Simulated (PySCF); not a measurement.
# C7H7NO: excited-state relaxation

Aim: compute the excited-state relaxation of C7H7NO (`C#CC(/C=C/C=O)=C/N`).

Programs: PySCF 2.14.0, with routines of our own; each step states its level. All values are computed. Atoms count from 0.

### 1 The starting structure

16 atoms, charge 0, multiplicity 1; geometry from: GFN2-xTB.

### 2 Geometry optimisation at HF/def2-SV(P)

Job settings and geometry (Å):

```
{"job": {"xc": "HF", "basis": "def2-SV(P)", "grid": 1, "kind": "geom"}, "charge": 0, "multiplicity": 1}
C     -1.316770     2.698203     0.484821
C     -1.081397     1.526999     0.368819
C     -0.790875     0.144686     0.228950
C      0.577709    -0.266618     0.179806
C      1.655273     0.546877     0.251182
C      2.991959     0.002721     0.186294
O      3.271857    -1.173525     0.071743
C     -1.843587    -0.722536     0.143991
N     -1.763784    -2.062910     0.017723
H     -1.523594     3.721399     0.584378
H      0.784739    -1.324849     0.075289
H      1.542008     1.615117     0.356221
H      3.795996     0.763327     0.249036
H     -2.848796    -0.324115     0.186867
H     -2.589888    -2.622817    -0.073779
H     -0.868447    -2.513016    -0.055269
```

Started as:

```bash
> OMP_NUM_THREADS=1 python excited_run.py task.json out
```

The driver reads the jobs from task.json and runs them one after another.

Log:

```text
step   0  E = -398.03277149  max force = 0.039055
step   1  E = -398.03611180  max force = 0.006699
step   2  E = -398.03584337  max force = 0.009839
step   3  E = -398.03644602  max force = 0.004309
step   4  E = -398.03628026  max force = 0.004739
step   5  E = -398.03657671  max force = 0.000958
step   6  E = -398.03657077  max force = 0.001749
step   7  E = -398.03658916  max force = 0.000885
step   8  E = -398.03659054  max force = 0.000251
optimisation converged
```

It took 58 s on 1 thread of Arm Neoverse N1, shared host; peak memory 0.56 GiB.

Step by step: (the energy doesn't fall at every step)

```csv
step,energy from step 0 (eV),largest force component (eV/Å)
0,0.0000,2.0083
1,-0.0909,0.3445
2,-0.0836,0.5059
3,-0.1000,0.2216
4,-0.0955,0.2437
5,-0.1035,0.0493
6,-0.1034,0.0899
7,-0.1039,0.0455
8,-0.1039,0.0129
```

Close pairs (by a distance rule), those that changed most:

```csv
bond,before (Å),after (Å),change (Å)
C4–C5,1.445,1.476,+0.031
C2–C3,1.430,1.458,+0.028
C5–O6,1.215,1.190,-0.025
C1–C2,1.419,1.443,+0.023
C0–H9,1.049,1.065,+0.016
C3–C4,1.352,1.337,-0.015
C2–C7,1.367,1.358,-0.009
N8–H15,1.005,0.998,-0.007
```

The end geometry stands in the next job.

```csv
at the end point,value
point group (found at 0.08 Å tolerance),Cs
"rotational constants (GHz, main isotopes)","2.132, 1.032, 0.695"
dipole moment (D),4.24
```

### 3 Excited-state relaxation: TDDFT HF/def2-SV(P)

Job settings and geometry (Å):

```
{"job": {"kind": "xopt", "state": "S1", "method": "TDDFT", "freq": false, "xc": "HF", "basis": "def2-SV(P)", "grid": 1}, "charge": 0, "multiplicity": 1}
C     -1.380227     2.731052     0.486245
C     -1.120457     1.571249     0.369481
C     -0.797004     0.172436     0.228542
C      0.599235    -0.244477     0.178898
C      1.683359     0.535360     0.248720
C      3.033750    -0.055680     0.181073
O      3.270581    -1.215966     0.065154
C     -1.822514    -0.713599     0.146965
N     -1.769769    -2.054253     0.020211
H     -1.613347     3.764753     0.590280
H      0.793714    -1.305011     0.073708
H      1.605366     1.609980     0.355432
H      3.862791     0.668830     0.246397
H     -2.830293    -0.322222     0.191802
H     -2.613032    -2.579205    -0.066070
H     -0.910016    -2.554395    -0.061700
```

Level: TDDFT HF/def2-SV(P) excited-state geometry optimisation, gas phase.

Log:

```text
final grid: 63864 points
cycle   1  E = -397.8244976581  dE =  2.410e+00  |g| = 8.288e-01  |ddm| = 4.322e+00
cycle   2  E = -397.9666945055  dE = -1.422e-01  |g| = 5.744e-01  |ddm| = 1.720e+00
cycle   3  E = -398.0309464082  dE = -6.425e-02  |g| = 1.031e-01  |ddm| = 8.232e-01
cycle   4  E = -398.0358021837  dE = -4.856e-03  |g| = 3.461e-02  |ddm| = 2.294e-01
cycle   5  E = -398.0363700704  dE = -5.679e-04  |g| = 1.473e-02  |ddm| = 7.341e-02
cycle   6  E = -398.0365471131  dE = -1.770e-04  |g| = 6.098e-03  |ddm| = 5.019e-02
cycle   7  E = -398.0365854856  dE = -3.837e-05  |g| = 2.726e-03  |ddm| = 2.854e-02
cycle   8  E = -398.0365895597  dE = -4.074e-06  |g| = 1.106e-03  |ddm| = 7.795e-03
cycle   9  E = -398.0365904051  dE = -8.454e-07  |g| = 3.669e-04  |ddm| = 3.642e-03
cycle  10  E = -398.0365905320  dE = -1.270e-07  |g| = 1.247e-04  |ddm| = 1.202e-03
cycle  11  E = -398.0365905441  dE = -1.207e-08  |g| = 3.145e-05  |ddm| = 4.439e-04
cycle  12  E = -398.0365905448  dE = -6.646e-10  |g| = 1.320e-05  |ddm| = 7.946e-05
converged SCF energy = -398.0365905448

vertical S1 at the ground-state geometry: 4.7489 eV
step    E(state)/Eh    max force   excitation/eV  root
  0    -397.85895839   0.100163     4.7247      1
  1    -397.86894518   0.010089     4.2776      1
  2    -397.86931500   0.006511     4.2634      1
  3    -397.86992031   0.006946     4.2782      1
  4    -397.86978959   0.008875     4.3018      1
  5    -397.87015699   0.003236     4.2868      1
  6    -397.87033723   0.002277     4.2766      1
  7    -397.87034271   0.002819     4.2680      1
  8    -397.87044836   0.001769     4.2659      1
  9    -397.87047751   0.001891     4.2736      1
 10    -397.87054639   0.001024     4.2644      1
 11    -397.87052035   0.002139     4.2503      1
 12    -397.87056877   0.000391     4.2580      1
 13    -397.87057321   0.000520     4.2576      1
 14    -397.87058055   0.000269     4.2588      1
optimisation converged
vertical emission 4.2588 eV, adiabatic 4.5174 eV, Stokes shift 0.4901 eV, reorganisation 0.2315 (excited) and 0.2585 eV (ground)
```

It took 3.1 min on 1 thread of Arm Neoverse N1, shared host; peak memory 0.82 GiB.

From this job:

```csv
quantity,value
"vertical absorption, S1",4.75 eV
"adiabatic energy, S1",4.52 eV
"vertical emission, S1",4.26 eV
"Stokes shift, S1",0.49 eV
"geometry moved (RMSD), S1",0.126 Å
```

Bonds of the start that changed most:

```csv
bond,start (Å),end (Å)
C5–O6,1.190,1.254
C4–C5,1.476,1.452
C7–N8,1.348,1.370
C2–C3,1.458,1.469
C2–C7,1.358,1.348
C5–H12,1.103,1.096
```

Orbitals, density, ELF and potential are computed afterwards from the orbital file.

Frontier orbitals at HF/def2-SV(P), with the share of their density that lies nearest to each atom:

```csv
orbital,energy (eV),lies on
HOMO,-7.92,"C2 23 %; C4, C7 about 15 % each; C0 12 %"
LUMO,2.17,"C3 21 %; C5, C7 about 16 % each; O6 12 %"
```

ELF in a plane through or near 16 of the atoms.

Ten even steps from '0' (0.00) to '9' (1.00):
```
0000000000000000000000000000
0000000000000000000000000000
0000000000000067300000000000
0000000000000699910000000000
0000000000001699931000000000
0000000000014523454100000000
0000000001004887875200000000
0000000089920528351000000000
0000240079960189801798100000
0005999445254547358999600000
0006999369293284833641000000
0000013552049950078633000000
0000058485059960573599800000
0000278898208903997599700000
0000023332000000861000000000
0000000000000000000000000000
0000000000000000000000000000
0000000000000000000000000000
0000000000000000000000000000
0000000000000000000000000000
```
The map spans 13.1 Å across and 13.2 Å up, centred on the molecule. Atoms in the plane (x, y in Å): C0 (0.6, 3.0), C1 (0.7, 1.8), C2 (0.8, 0.3), C3 (-0.5, -0.5), C4 (-1.7, 0.1), C5 (-3.0, -0.7), O6 (-3.1, -1.9), C7 (2.0, -0.3), N8 (2.3, -1.6), H9 (0.6, 4.0), H10 (-0.4, -1.5), H11 (-1.9, 1.2), H12 (-3.9, -0.1), H13 (2.8, 0.4), H14 (3.2, -1.9), H15 (1.6, -2.3).

On the surface of density 0.002 e/bohr³ the electrostatic potential runs, from the 1st to the 99th percentile, from -2.21 V near O6 to 2.32 V near H14.

### 4 Excited-state relaxation: UKS HF/def2-SV(P)

Settings changed since step 3:

```diff
@@ -1,2 +1,2 @@
-{"job": {"kind": "xopt", "state": "S1", "method": "TDDFT", "freq": false, "xc": "HF", "basis": "def2-SV(P)", "grid": 1}, "charge": 0, "multiplicity": 1}
+{"job": {"kind": "xopt", "state": "T1", "method": "UKS", "freq": false, "xc": "HF", "basis": "def2-SV(P)", "grid": 1}, "charge": 0, "multiplicity": 1}
 C     -1.380227     2.731052     0.486245
```

Level: UKS HF/def2-SV(P) excited-state geometry optimisation, gas phase.

Log:

```text
final grid: 63864 points
cycle   1  E = -397.8244976581  dE =  2.410e+00  |g| = 8.288e-01  |ddm| = 4.322e+00
cycle   2  E = -397.9666945055  dE = -1.422e-01  |g| = 5.744e-01  |ddm| = 1.720e+00
cycle   3  E = -398.0309464082  dE = -6.425e-02  |g| = 1.031e-01  |ddm| = 8.232e-01
cycle   4  E = -398.0358021837  dE = -4.856e-03  |g| = 3.461e-02  |ddm| = 2.294e-01
cycle   5  E = -398.0363700704  dE = -5.679e-04  |g| = 1.473e-02  |ddm| = 7.341e-02
cycle   6  E = -398.0365471131  dE = -1.770e-04  |g| = 6.098e-03  |ddm| = 5.019e-02
cycle   7  E = -398.0365854856  dE = -3.837e-05  |g| = 2.726e-03  |ddm| = 2.854e-02
cycle   8  E = -398.0365895597  dE = -4.074e-06  |g| = 1.106e-03  |ddm| = 7.795e-03
cycle   9  E = -398.0365904051  dE = -8.454e-07  |g| = 3.669e-04  |ddm| = 3.642e-03
cycle  10  E = -398.0365905320  dE = -1.270e-07  |g| = 1.247e-04  |ddm| = 1.202e-03
cycle  11  E = -398.0365905441  dE = -1.207e-08  |g| = 3.145e-05  |ddm| = 4.439e-04
cycle  12  E = -398.0365905448  dE = -6.646e-10  |g| = 1.320e-05  |ddm| = 7.946e-05
converged SCF energy = -398.0365905448

vertical T1 at the ground-state geometry: 2.2597 eV
step    E(state)/Eh    max force   <S^2>
  0    -397.94302322   0.205514    2.2495
  1    -397.98401798   0.033889    2.3664
  2    -397.98469626   0.010750    2.3945
  3    -397.98607733   0.004656    2.3923
  4    -397.98599137   0.008967    2.3832
  5    -397.98652212   0.004600    2.3843
  6    -397.98670712   0.006235    2.3877
  7    -397.98708628   0.004589    2.3891
  8    -397.98746295   0.004618    2.3920
  9    -397.98301375   0.022764    2.4085
 10    -397.98777368   0.004435    2.3995
 11    -397.98721305   0.006762    2.4028
 12    -397.98787997   0.002581    2.4033
 13    -397.98793233   0.002745    2.4037
 14    -397.98801601   0.000902    2.4028
 15    -397.98806788   0.001156    2.4038
 16    -397.98814758   0.002142    2.4037
 17    -397.98829977   0.001732    2.4048
 18    -397.98856602   0.001228    2.4091
 19    -397.98893281   0.003497    2.4171
 20    -397.98946709   0.007110    2.4308
 21    -397.98666726   0.023948    2.4313
 22    -397.98910369   0.011629    2.4294
 23    -397.98999172   0.002095    2.4313
 24    -397.99007916   0.004536    2.4341
 25    -397.99050862   0.003154    2.4385
 26    -397.99056015   0.003742    2.4398
 27    -397.99091023   0.001871    2.4421
 28    -397.99118189   0.002420    2.4452
 29    -397.99169133   0.001960    2.4500
 30    -397.99236355   0.002523    2.4575
 31    -397.99330851   0.001631    2.4649
 32    -397.99431444   0.001068    2.4727
 33    -397.99457549   0.003587    2.4776
 34    -397.99469014   0.001728    2.4772
 35    -397.99470367   0.001072    2.4773
 36    -397.99472974   0.000180    2.4775
 37    -397.99473295   0.000198    2.4777
optimisation converged
vertical emission -2.1927 eV, adiabatic 1.1390 eV, Stokes shift 4.4524 eV, reorganisation 1.1207 (excited) and 3.3317 eV (ground)
```

It took 7.1 min on 1 thread of Arm Neoverse N1, shared host; peak memory 0.69 GiB.

In short:

```csv
quantity,value
"vertical gap at the ground-state geometry, T1",2.26 eV
"adiabatic energy, T1",1.14 eV
"vertical gap at the relaxed geometry, T1",-2.19 eV
"difference of the two gaps, T1",4.45 eV
"geometry moved (RMSD), T1",0.849 Å
```

Bonds of the start that changed most:

```csv
bond,start (Å),end (Å)
C3–C4,1.337,1.480
C2–C3,1.458,1.408
C4–C5,1.476,1.426
C2–C7,1.358,1.401
C7–N8,1.348,1.387
C5–O6,1.190,1.224
```

### 5 Outcome

| quantity | value |
| --- | --- |
| point group | Cs |
| rotational constants (main isotopes) | 2.13, 1.03, 0.70 GHz |
| vertical absorption, S1 (step 3, TDDFT HF/def2-SV(P)) | 4.75 eV |
| adiabatic energy, S1 (step 3, TDDFT HF/def2-SV(P)) | 4.52 eV |
| vertical emission, S1 (step 3, TDDFT HF/def2-SV(P)) | 4.26 eV |
| Stokes shift, S1 (step 3, TDDFT HF/def2-SV(P)) | 0.49 eV |
| surface potential, 1st and 99th percentile | -2.21 V and 2.32 V |
| vertical gap at the ground-state geometry, T1 (step 4, UKS HF/def2-SV(P)) | 2.26 eV |
| adiabatic energy, T1 (step 4, UKS HF/def2-SV(P)) | 1.14 eV |
| vertical gap at the relaxed geometry, T1 (step 4, UKS HF/def2-SV(P)) | -2.19 eV |
| difference of the two gaps, T1 (step 4, UKS HF/def2-SV(P)) | 4.45 eV |

Relaxing lowered the energy by 0.104 eV in 8 steps; the close pair that moved most is C4–C5, from 1.445 to 1.476 Å. No frequency check was run at this level, so the end point may be a saddle. Where no frequencies were run, the relaxed excited state may be a saddle. In step 3 (excited-state relaxation), among the bonds C5–O6 changes most, from 1.190 to 1.254 Å. In step 4 the harmonic model is doubtful. In step 4 the state is spin-contaminated. In step 4 the gap at the relaxed geometry is under 0.8 eV (below zero), where a single closed-shell reference fails, so that gap and differences built on it are unreliable. In step 4 (excited-state relaxation), among the bonds C3–C4 changes most, from 1.337 to 1.480 Å. The atoms move far more than that, so angles or torsions carry the main change. ΔSCF (UKS) and response values aren't on one footing and may follow different states, so their differences aren't method errors alone, and singlets and triplets from the two don't rank.
